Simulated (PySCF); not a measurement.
# A gas-phase reaction: AlH3O2 + FH → AlFH2O2 + H2

What reaction energy should one expect for `[OH][AlH][OH]` + `F` → `[OH][Al]([OH])[F]` + `[H][H]`?

Programs: PySCF 2.14.0. All values are calculated, for the isolated system unless a continuum is named. Atoms count from 0, parts from 1.

## 1. The system as given

Each species was relaxed by itself at PBE0-D3(BJ)/def2-SVPD.

## 2. Reaction energy: wB97M-D3(BJ)/def2-TZVPD

The job: settings as JSON, then the geometry in Å.

```
{"job": {"kind": "react", "xc": "wB97M-D3(BJ)", "basis": "def2-TZVPD"}, "charge": 0, "multiplicity": 1}
-1 AlH3O2 charge 0 multiplicity 1
O      0.196870     0.153350     1.507450
Al     0.054200     0.565130    -0.147800
O     -0.225170    -0.568500    -1.398230
H      0.113760    -0.706390     1.917100
H      0.192200     2.072780    -0.541470
H     -0.331900    -1.516380    -1.337060

-1 FH charge 0 multiplicity 1
F      0.458850     0.005440    -0.033400
H     -0.458850    -0.005440     0.033400

+1 AlFH2O2 charge 0 multiplicity 1
O      0.636530     0.745210     1.062620
Al    -0.327430     0.104410    -0.180340
O      0.075260    -1.355380    -0.944260
F     -1.703390     0.892560    -0.690450
H      0.465700     1.561110     1.532860
H      0.844240    -1.879000    -0.717070

+1 H2 charge 0 multiplicity 1
H      0.380140    -0.001900     0.011080
H     -0.380140     0.001900    -0.011080
```

With the program's defaults for keys left out, this is: wB97M-D3(BJ)/def2-TZVPD reaction energy of separated species, gas phase.

On the command line:

```
OMP_NUM_THREADS=1 python cluster_run.py task.json out
```

The driver reads the jobs from task.json and runs them one after another.

The log of the run:

```text
species 1 (AlH3O2)
coarse grid: 24128 points
cycle   1  E = -394.7530370352  dE =  5.499e-02  |g| = 9.972e-01  |ddm| = 1.936e+00
cycle   2  E = -394.6943994058  dE =  5.864e-02  |g| = 1.211e+00  |ddm| = 1.355e+00
cycle   3  E = -394.9400945629  dE = -2.457e-01  |g| = 3.827e-02  |ddm| = 7.065e-01
cycle   4  E = -394.9406600848  dE = -5.655e-04  |g| = 1.116e-02  |ddm| = 6.104e-02
cycle   5  E = -394.9407191244  dE = -5.904e-05  |g| = 2.063e-03  |ddm| = 1.995e-02
cycle   6  E = -394.9407224939  dE = -3.370e-06  |g| = 5.446e-04  |ddm| = 4.254e-03
final grid: 50424 points
cycle   7  E = -394.9407083852  dE = -1.665e-07  |g| = 4.584e-04  |ddm| = 2.318e-03
cycle   8  E = -394.9407083877  dE = -2.518e-09  |g| = 5.334e-04  |ddm| = 6.293e-04
cycle   9  E = -394.9407084338  dE = -4.615e-08  |g| = 3.786e-05  |ddm| = 2.804e-04
cycle  10  E = -394.9407084352  dE = -1.378e-09  |g| = 1.413e-05  |ddm| = 9.536e-05
cycle  11  E = -394.9407084353  dE = -5.616e-11  |g| = 5.537e-06  |ddm| = 1.539e-05
converged SCF energy = -394.9407084353

species 2 (FH)
coarse grid: 7776 points
cycle   1  E = -100.4688196010  dE = -9.408e-02  |g| = 4.644e-01  |ddm| = 6.197e-01
cycle   2  E = -100.4725004886  dE = -3.681e-03  |g| = 5.038e-01  |ddm| = 3.808e-01
cycle   3  E = -100.5053146916  dE = -3.281e-02  |g| = 2.574e-02  |ddm| = 1.678e-01
cycle   4  E = -100.5053906697  dE = -7.598e-05  |g| = 5.006e-03  |ddm| = 1.077e-02
cycle   5  E = -100.5053953109  dE = -4.641e-06  |g| = 4.334e-04  |ddm| = 3.766e-03
final grid: 16976 points
cycle   6  E = -100.5053934757  dE = -6.410e-08  |g| = 1.051e-04  |ddm| = 8.215e-04
cycle   7  E = -100.5053934791  dE = -3.452e-09  |g| = 7.928e-05  |ddm| = 2.173e-04
cycle   8  E = -100.5053934799  dE = -8.236e-10  |g| = 2.086e-05  |ddm| = 3.725e-05
converged SCF energy = -100.5053934799

species 3 (AlFH2O2)
coarse grid: 26960 points
cycle   1  E = -494.1294514985  dE =  1.447e-01  |g| = 1.071e+00  |ddm| = 2.169e+00
cycle   2  E = -494.0915815344  dE =  3.787e-02  |g| = 1.256e+00  |ddm| = 1.502e+00
cycle   3  E = -494.3349660103  dE = -2.434e-01  |g| = 3.994e-02  |ddm| = 7.608e-01
cycle   4  E = -494.3354854900  dE = -5.195e-04  |g| = 1.355e-02  |ddm| = 5.244e-02
cycle   5  E = -494.3355446697  dE = -5.918e-05  |g| = 8.109e-03  |ddm| = 1.848e-02
cycle   6  E = -494.3355568312  dE = -1.216e-05  |g| = 2.376e-03  |ddm| = 5.542e-03
cycle   7  E = -494.3355585478  dE = -1.717e-06  |g| = 3.302e-04  |ddm| = 2.707e-03
final grid: 56656 points
cycle   8  E = -494.3356238560  dE = -2.380e-07  |g| = 2.067e-04  |ddm| = 2.728e-03
cycle   9  E = -494.3356238720  dE = -1.604e-08  |g| = 1.679e-04  |ddm| = 4.512e-04
cycle  10  E = -494.3356238776  dE = -5.540e-09  |g| = 5.276e-05  |ddm| = 1.062e-04
cycle  11  E = -494.3356238792  dE = -1.679e-09  |g| = 1.215e-05  |ddm| = 1.106e-04
cycle  12  E = -494.3356238793  dE = -9.379e-11  |g| = 5.032e-06  |ddm| = 3.012e-05
converged SCF energy = -494.3356238793

species 4 (H2)
coarse grid: 4944 points
cycle   1  E = -1.1694181873  dE = -2.751e-01  |g| = 9.865e-03  |ddm| = 4.504e-01
cycle   2  E = -1.1694524337  dE = -3.425e-05  |g| = 1.161e-03  |ddm| = 9.676e-03
cycle   3  E = -1.1694531159  dE = -6.822e-07  |g| = 1.815e-04  |ddm| = 1.918e-03
final grid: 10744 points
cycle   4  E = -1.1694517799  dE = -2.406e-08  |g| = 4.113e-05  |ddm| = 3.870e-04
cycle   5  E = -1.1694517812  dE = -1.270e-09  |g| = 9.627e-06  |ddm| = 9.174e-05
cycle   6  E = -1.1694517813  dE = -7.526e-11  |g| = 3.020e-07  |ddm| = 2.872e-05
converged SCF energy = -1.1694517813

Reaction energy = -37.064 kcal/mol
```

It took 23 s on 1 thread of Arm Neoverse N1, shared host; peak memory 0.62 GiB.

Species by species (with the dispersion term, which the log's SCF energies lack):

```csv
ν,species,energy (Eh),HOMO (eV)
-1,[OH][AlH][OH],-394.94399,-11.66
-1,F,-100.50563,-14.54
+1,[OH][Al]([OH])[F],-494.33902,-12.00
+1,[H][H],-1.16967,-14.48
```

## 3. Energies of the species: PBE0-D3(BJ)/def2-TZVPD

Settings changed since step 2:

```diff
@@ -1,2 +1,2 @@
-{"job": {"kind": "react", "xc": "wB97M-D3(BJ)", "basis": "def2-TZVPD"}, "charge": 0, "multiplicity": 1}
+{"job": {"kind": "react", "xc": "PBE0", "basis": "def2-TZVPD", "disp": "d3bj"}, "charge": 0, "multiplicity": 1}
 -1 AlH3O2 charge 0 multiplicity 1
```

Level: PBE0-D3(BJ)/def2-TZVPD reaction energy of separated species, gas phase.

The log of the run:

```text
species 1 (AlH3O2)
coarse grid: 5656 points
cycle   1  E = -394.3765613613  dE =  1.603e-01  |g| = 1.089e+00  |ddm| = 2.044e+00
cycle   2  E = -393.9133159854  dE =  4.632e-01  |g| = 1.886e+00  |ddm| = 1.750e+00
cycle   3  E = -394.5886972502  dE = -6.754e-01  |g| = 7.373e-02  |ddm| = 1.148e+00
cycle   4  E = -394.5898485034  dE = -1.151e-03  |g| = 1.690e-02  |ddm| = 6.561e-02
cycle   5  E = -394.5899059064  dE = -5.740e-05  |g| = 2.836e-03  |ddm| = 1.611e-02
cycle   6  E = -394.5899069680  dE = -1.062e-06  |g| = 1.767e-03  |ddm| = 2.862e-03
final grid: 50424 points
cycle   7  E = -394.5899036134  dE = -2.205e-05  |g| = 6.516e-03  |ddm| = 2.191e-02
cycle   8  E = -394.5898919796  dE =  1.163e-05  |g| = 1.043e-02  |ddm| = 9.127e-03
cycle   9  E = -394.5899104534  dE = -1.847e-05  |g| = 3.461e-04  |ddm| = 6.136e-03
cycle  10  E = -394.5899104614  dE = -8.089e-09  |g| = 2.780e-04  |ddm| = 3.495e-04
cycle  11  E = -394.5899104748  dE = -1.333e-08  |g| = 1.726e-05  |ddm| = 1.679e-04
cycle  12  E = -394.5899104748  dE = -6.594e-11  |g| = 5.534e-06  |ddm| = 2.181e-05
converged SCF energy = -394.5899104748

species 2 (FH)
coarse grid: 1712 points
cycle   1  E = -100.3540877600  dE = -3.605e-02  |g| = 4.957e-01  |ddm| = 6.253e-01
cycle   2  E = -100.3145695561  dE =  3.952e-02  |g| = 7.430e-01  |ddm| = 5.125e-01
cycle   3  E = -100.3938101707  dE = -7.924e-02  |g| = 2.284e-02  |ddm| = 2.892e-01
cycle   4  E = -100.3938857351  dE = -7.556e-05  |g| = 4.205e-03  |ddm| = 9.787e-03
cycle   5  E = -100.3938877189  dE = -1.984e-06  |g| = 3.555e-04  |ddm| = 1.247e-03
final grid: 16976 points
cycle   6  E = -100.3948395853  dE = -1.854e-05  |g| = 3.984e-03  |ddm| = 7.487e-03
cycle   7  E = -100.3948376743  dE =  1.911e-06  |g| = 5.479e-03  |ddm| = 3.342e-03
cycle   8  E = -100.3948417339  dE = -4.060e-06  |g| = 9.963e-05  |ddm| = 2.006e-03
cycle   9  E = -100.3948417352  dE = -1.288e-09  |g| = 1.782e-05  |ddm| = 3.937e-05
cycle  10  E = -100.3948417353  dE = -4.756e-11  |g| = 3.052e-06  |ddm| = 1.027e-05
converged SCF energy = -100.3948417353

species 3 (AlFH2O2)
coarse grid: 6128 points
cycle   1  E = -493.6238281318  dE =  2.809e-01  |g| = 1.196e+00  |ddm| = 2.283e+00
cycle   2  E = -493.1832689515  dE =  4.406e-01  |g| = 1.975e+00  |ddm| = 2.128e+00
cycle   3  E = -493.8688846126  dE = -6.856e-01  |g| = 7.646e-02  |ddm| = 1.421e+00
cycle   4  E = -493.8694134116  dE = -5.288e-04  |g| = 6.621e-02  |ddm| = 8.234e-02
cycle   5  E = -493.8700564586  dE = -6.430e-04  |g| = 8.500e-03  |ddm| = 3.357e-02
cycle   6  E = -493.8700673636  dE = -1.090e-05  |g| = 1.503e-03  |ddm| = 6.749e-03
cycle   7  E = -493.8700677697  dE = -4.061e-07  |g| = 3.860e-04  |ddm| = 1.122e-03
final grid: 56656 points
cycle   8  E = -493.8739116250  dE = -3.903e-05  |g| = 5.665e-03  |ddm| = 2.418e-02
cycle   9  E = -493.8739037554  dE =  7.870e-06  |g| = 8.765e-03  |ddm| = 8.228e-03
cycle  10  E = -493.8739165875  dE = -1.283e-05  |g| = 3.683e-04  |ddm| = 5.492e-03
cycle  11  E = -493.8739166038  dE = -1.629e-08  |g| = 1.827e-04  |ddm| = 2.285e-04
cycle  12  E = -493.8739166084  dE = -4.624e-09  |g| = 3.823e-05  |ddm| = 1.005e-04
cycle  13  E = -493.8739166086  dE = -2.012e-10  |g| = 6.595e-06  |ddm| = 2.378e-05
converged SCF energy = -493.8739166086

species 4 (H2)
coarse grid: 1240 points
cycle   1  E = -1.1670616194  dE = -2.327e-01  |g| = 2.266e-02  |ddm| = 4.588e-01
cycle   2  E = -1.1672490427  dE = -1.874e-04  |g| = 3.232e-03  |ddm| = 1.896e-02
cycle   3  E = -1.1672534982  dE = -4.456e-06  |g| = 9.770e-05  |ddm| = 2.761e-03
final grid: 10744 points
cycle   4  E = -1.1681369534  dE = -1.928e-06  |g| = 2.739e-04  |ddm| = 1.570e-03
cycle   5  E = -1.1681369817  dE = -2.826e-08  |g| = 3.988e-05  |ddm| = 2.445e-04
cycle   6  E = -1.1681369823  dE = -6.313e-10  |g| = 1.261e-06  |ddm| = 3.103e-05
converged SCF energy = -1.1681369823

Reaction energy = -36.018 kcal/mol
```

It took 10 s on 1 thread of Arm Neoverse N1, shared host; peak memory 0.57 GiB.

Reaction energy at this level: -36.02 kcal/mol.

## 4. Reaction energy: MP2/def2-TZVPD

Settings changed since step 3:

```diff
@@ -1,2 +1,2 @@
-{"job": {"kind": "react", "xc": "PBE0", "basis": "def2-TZVPD", "disp": "d3bj"}, "charge": 0, "multiplicity": 1}
+{"job": {"kind": "react", "xc": "MP2", "basis": "def2-TZVPD"}, "charge": 0, "multiplicity": 1}
 -1 AlH3O2 charge 0 multiplicity 1
```

Method: MP2/def2-TZVPD reaction energy of separated species, gas phase.

The log of the run:

```text
species 1 (AlH3O2)
final grid: 50424 points
cycle   1  E = -393.4668502715  dE = -1.106e-01  |g| = 7.495e-01  |ddm| = 1.878e+00
cycle   2  E = -393.5381324231  dE = -7.128e-02  |g| = 5.129e-01  |ddm| = 8.095e-01
cycle   3  E = -393.5815641860  dE = -4.343e-02  |g| = 4.125e-02  |ddm| = 3.105e-01
cycle   4  E = -393.5823424648  dE = -7.783e-04  |g| = 8.227e-03  |ddm| = 7.663e-02
cycle   5  E = -393.5823849437  dE = -4.248e-05  |g| = 1.858e-03  |ddm| = 1.982e-02
cycle   6  E = -393.5823874443  dE = -2.501e-06  |g| = 4.969e-04  |ddm| = 4.270e-03
cycle   7  E = -393.5823876265  dE = -1.822e-07  |g| = 1.207e-04  |ddm| = 1.241e-03
cycle   8  E = -393.5823876358  dE = -9.317e-09  |g| = 5.410e-05  |ddm| = 2.782e-04
cycle   9  E = -393.5823876368  dE = -9.378e-10  |g| = 1.237e-05  |ddm| = 6.874e-05
converged SCF energy = -393.5823876368

species 2 (FH)
final grid: 16976 points
cycle   1  E = -100.0371196498  dE = -1.649e-01  |g| = 4.007e-01  |ddm| = 6.032e-01
cycle   2  E = -100.0578874326  dE = -2.077e-02  |g| = 2.336e-01  |ddm| = 2.533e-01
cycle   3  E = -100.0646339113  dE = -6.746e-03  |g| = 2.356e-02  |ddm| = 8.092e-02
cycle   4  E = -100.0647513425  dE = -1.174e-04  |g| = 6.199e-03  |ddm| = 1.253e-02
cycle   5  E = -100.0647670550  dE = -1.571e-05  |g| = 1.459e-03  |ddm| = 5.122e-03
cycle   6  E = -100.0647683280  dE = -1.273e-06  |g| = 2.290e-04  |ddm| = 1.848e-03
cycle   7  E = -100.0647683624  dE = -3.438e-08  |g| = 1.958e-05  |ddm| = 4.211e-04
cycle   8  E = -100.0647683626  dE = -1.852e-10  |g| = 2.360e-06  |ddm| = 2.495e-05
converged SCF energy = -100.0647683626

species 3 (AlFH2O2)
final grid: 56656 points
cycle   1  E = -492.4495448724  dE = -6.088e-02  |g| = 8.261e-01  |ddm| = 2.102e+00
cycle   2  E = -492.5304867323  dE = -8.094e-02  |g| = 5.399e-01  |ddm| = 8.600e-01
cycle   3  E = -492.5740708587  dE = -4.358e-02  |g| = 4.126e-02  |ddm| = 3.042e-01
cycle   4  E = -492.5747258376  dE = -6.550e-04  |g| = 9.661e-03  |ddm| = 5.583e-02
cycle   5  E = -492.5747806674  dE = -5.483e-05  |g| = 3.550e-03  |ddm| = 1.556e-02
cycle   6  E = -492.5747871661  dE = -6.499e-06  |g| = 1.739e-03  |ddm| = 4.370e-03
cycle   7  E = -492.5747884062  dE = -1.240e-06  |g| = 4.066e-04  |ddm| = 2.360e-03
cycle   8  E = -492.5747885088  dE = -1.026e-07  |g| = 7.524e-05  |ddm| = 7.727e-04
cycle   9  E = -492.5747885123  dE = -3.515e-09  |g| = 2.306e-05  |ddm| = 1.459e-04
cycle  10  E = -492.5747885126  dE = -3.079e-10  |g| = 6.943e-06  |ddm| = 4.423e-05
converged SCF energy = -492.5747885126

species 4 (H2)
final grid: 10744 points
cycle   1  E = -1.1312977612  dE = -3.213e-01  |g| = 4.426e-02  |ddm| = 4.479e-01
cycle   2  E = -1.1322325443  dE = -9.348e-04  |g| = 7.183e-03  |ddm| = 3.751e-02
cycle   3  E = -1.1322672444  dE = -3.470e-05  |g| = 8.111e-04  |ddm| = 1.078e-02
cycle   4  E = -1.1322676594  dE = -4.150e-07  |g| = 2.771e-05  |ddm| = 1.627e-03
cycle   5  E = -1.1322676599  dE = -4.855e-10  |g| = 2.610e-06  |ddm| = 6.834e-05
converged SCF energy = -1.1322676599

Reaction energy = -40.456 kcal/mol
```

It took 5 s on 1 thread of Arm Neoverse N1, shared host; peak memory 0.43 GiB.

Reaction energy at this level: -40.46 kcal/mol.

## 5. Comparing the runs

Energies in kcal/mol, with wall time:

```csv
run,reaction,time
wB97M-D3(BJ)/def2-TZVPD,-37.06,23 s
PBE0-D3(BJ)/def2-TZVPD,-36.02,10 s
MP2/def2-TZVPD,-40.46,5 s
```

## 6. Summary of results

| quantity | value |
| --- | --- |
| reaction energy (wB97M-D3(BJ)/def2-TZVPD) | -37.06 kcal/mol |
| ΔH, ΔG at 298 K (xTB thermal terms) | -39.6, -38.9 kcal/mol |
| range of the reaction energy over the runs of this table | -40.46 to -36.02 kcal/mol |

What this shows: The reaction is exothermic by 39.6 kcal/mol in the gas phase; dispersion gives -0.06, and xTB itself gave -26.45 for the electronic energy (xTB energies and thermal terms come from the earlier relaxation of each species, not shown). No barrier was sought. xTB and this level differ widely in the electronic energy, so what comes from xTB (the thermal terms above all) is less safe here. The reaction energy runs from -40.46 (MP2/def2-TZVPD) to -36.02 kcal/mol (PBE0-D3(BJ)/def2-TZVPD).
